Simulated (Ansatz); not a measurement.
# B2H4Se: ladder of methods at one geometry from a Python script

Aim: a ladder of methods at one geometry, for B2H4Se, run from a script.

Computed with the Python package of Ansatz 0.2.0. The levels of theory stand in the script.

## Step 1: The structure

Bond lengths: B1–B2 1.606 Å, B2–Se3 1.993 Å, B1–H4 1.142 Å, B1–H5 1.240 Å, B2–H6 1.196 Å, Se3–H7 1.566 Å. Angles: B1–B2–Se3 117.8°, B1–B2–H6 121.1°, Se3–B2–H6 121.0°, B2–B1–H4 122.6°, B2–B1–H5 119.9°, H4–B1–H5 117.4°, B2–Se3–H7 91.3°.

The script holds or builds the structure itself.

## Step 2: Script

File methods.py:

```python
# -*- coding: utf-8 -*-
"""One geometry of B2H4Se, method by method."""

from dataclasses import dataclass
import warnings

import ansatz as az
from ase import Atoms


@dataclass
class Options:
    basis: str = "def2-SVP"


opts = Options()

warnings.simplefilter("ignore", az.DeckWarning)

atoms = Atoms(["B", "B", "Se", "H", "H", "H", "H"], positions=[
    [-0.9904, 0.33, -0.5267],
    [0.1556, 0.2069, 0.5919],
    [1.1054, -1.5366, 0.7614],
    [-1.247, -0.5225, -1.2426],
    [-1.6089, 1.3954, -0.6636],
    [0.4422, 1.1358, 1.2888],
    [2.2043, -1.077, -0.255],
])
b2h4se = az.Crystal.molecule_from_ase(atoms)

calc = b2h4se.calculation().basis(gaussian=opts.basis)

methods = ["mp2", "ccsd", "ccsd_t"]
reports = [calc.correlation(m).run(threads=1, backend="cpu").report for m in methods]
print(f"Hartree-Fock reference {reports[0]['reference_energy_ev'] / 27.211386246:.6f} Ha")
best = reports[-1]["free_energy_ev"] - reports[-1]["reference_energy_ev"]
for method, each in zip(methods, reports):
    gained = each["free_energy_ev"] - each["reference_energy_ev"]
    print(f"{method:8s} total {each['free_energy_ev'] / 27.211386246:.6f} Ha  correlation {gained:9.4f} eV  ({100 * gained / best:.1f} % of the last)")
```

## Step 3: The calls as engine input

The package turns the script's settings into the engine's input (first run):

```yaml
crystal:
  periodic: [false, false, false]
  atoms:
    - { symbol: B, position_ang: [-0.9904, 0.33, -0.5267] }
    - { symbol: B, position_ang: [0.1556, 0.2069, 0.5919] }
    - { symbol: Se, position_ang: [1.1054, -1.5366, 0.7614] }
    - { symbol: H, position_ang: [-1.247, -0.5225, -1.2426] }
    - { symbol: H, position_ang: [-1.6089, 1.3954, -0.6636] }
    - { symbol: H, position_ang: [0.4422, 1.1358, 1.2888] }
    - { symbol: H, position_ang: [2.2043, -1.077, -0.255] }
basis:
  gaussian:
    orbitals: def2-SVP
correlation:
  method: mp2
```

## Step 4: Running it

The run is started by

```
$ python methods.py
```

The log of the run:

```text
Hartree-Fock reference -2451.127641 Ha
mp2      total -2451.522988 Ha  correlation  -10.7579 eV  (88.8 % of the last)
ccsd     total -2451.561989 Ha  correlation  -11.8192 eV  (97.5 % of the last)
ccsd_t   total -2451.573027 Ha  correlation  -12.1196 eV  (100.0 % of the last)
```

Run time: 9.8 s. Hardware: 1 thread of Arm Neoverse V2, shared host; peak memory 0.3 GiB.

## Step 5: Inputs of later runs

The engine's inputs for the other runs:

Run 2, against run 1:

```diff
@@ -15 +15 @@
-  method: mp2
+  method: ccsd
```

Run 3, against run 1:

```diff
@@ -15 +15 @@
-  method: mp2
+  method: ccsd_t
```

Lines on the test bed's own set-up are left out of the output.

A comment line of the script is reworded here; the code is as run.

## Step 6: The runs side by side

From the records of these 3 runs:

| run | method | energy (eV) | iterations in all | CPU time (s) |
| --- | --- | --- | --- | --- |
| 1 | mp2 | -66709.3389 | 16 | 0.96 |
| 2 | ccsd | -66710.4002 | 38 | 3.6 |
| 3 | ccsd_t | -66710.7005 | 38 | 4.8 |

Correlation energies (total less mean field):

| method | correlation (eV) | share of the last | miss against the last (eV) | CPU time (s) |
| --- | --- | --- | --- | --- |
| mp2 | -10.758 | 88.8 % | +1.362 | 0.96 |
| ccsd | -11.819 | 97.5 % | +0.300 | 3.6 |
| ccsd_t | -12.120 | 100.0 % | +0.000 | 4.8 |

## Step 7: Outcome

| quantity | value |
| --- | --- |
| runs compared | 3 |
| correlation energy, last run | -12.120 eV |

What this shows: mp2 catches 89 % of the correlation energy of ccsd_t. In CPU time, run 3 (ccsd_t) cost about 5 times as much as run 1 (mp2). Notes:
- The geometry is a force-field or estimated start, not a minimum of this method, and the basis set is short of its limit. A lower total doesn't mark the better method: functionals have no common bound, and MP2 and coupled cluster aren't variational.
- Inner cores stay frozen; a filled d shell under the valence of the heavier atoms is correlated with it.
